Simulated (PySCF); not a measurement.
# C2H12Si4: the cost of one run

Computed with PySCF 2.14.0, with density-fitted response routines of our own, on a single molecule in the gas phase. Atoms count from 0, in the outputs and in this text.

## (1) The molecule as given

18 atoms, charge 0, multiplicity 1; geometry from: GFN2-xTB.

Bonds of the start (Å): Si0–Si1 2.34, Si1–Si2 2.33, Si1–C3 1.95, C3–C4 1.54, C4–Si5 1.92, Si5–Si1 2.37, Si0–H6 1.47, Si0–H7 1.47, Si0–H8 1.47, Si2–H9 1.46, Si2–H10 1.46, Si2–H11 1.47, C3–H12 1.09, C3–H13 1.09, C4–H14 1.09, C4–H15 1.09, Si5–H16 1.47, Si5–H17 1.47.

## (2) TDDFT and polarisability: wB97X-D/def2-SVPD

What the job is given:

```
{"job": {"kind": "uv", "xc": "wB97X-D", "basis": "def2-SVPD", "nstates": 8, "ntriplets": 3}, "charge": 0, "multiplicity": 1}
Si     1.387187    -2.104278    -0.228597
Si     0.475766     0.019893     0.107152
Si     2.010067     1.764462    -0.098711
C     -1.062045     0.289493    -1.057312
C     -2.221004     0.006677    -0.082955
Si    -1.342114     0.155853     1.614747
H      2.327344    -2.424303     0.849546
H      0.393121    -3.180375    -0.252087
H      2.142510    -2.223166    -1.480238
H      1.407198     3.097477    -0.027949
H      2.996905     1.687409     0.981268
H      2.766061     1.725917    -1.354131
H     -1.109926    -0.333557    -1.950645
H     -1.108750     1.324132    -1.401629
H     -3.067717     0.673408    -0.240888
H     -2.596055    -1.006800    -0.230494
H     -1.656149     1.427282     2.282483
H     -1.751157    -0.893205     2.558781
```

Level: TDDFT wB97X-D/def2-SVPD, vertical, gas phase, core orbitals frozen in the response.

Command:

```console
> OMP_NUM_THREADS=1 python probes_run.py task.json out
```

The driver reads the jobs from task.json and runs them one after another.

Q: Estimate the wall time and peak memory of this job on 1 thread of Intel Xeon at 2.50GHz, shared host.

About 2.6 min, with a peak of 1 GiB.
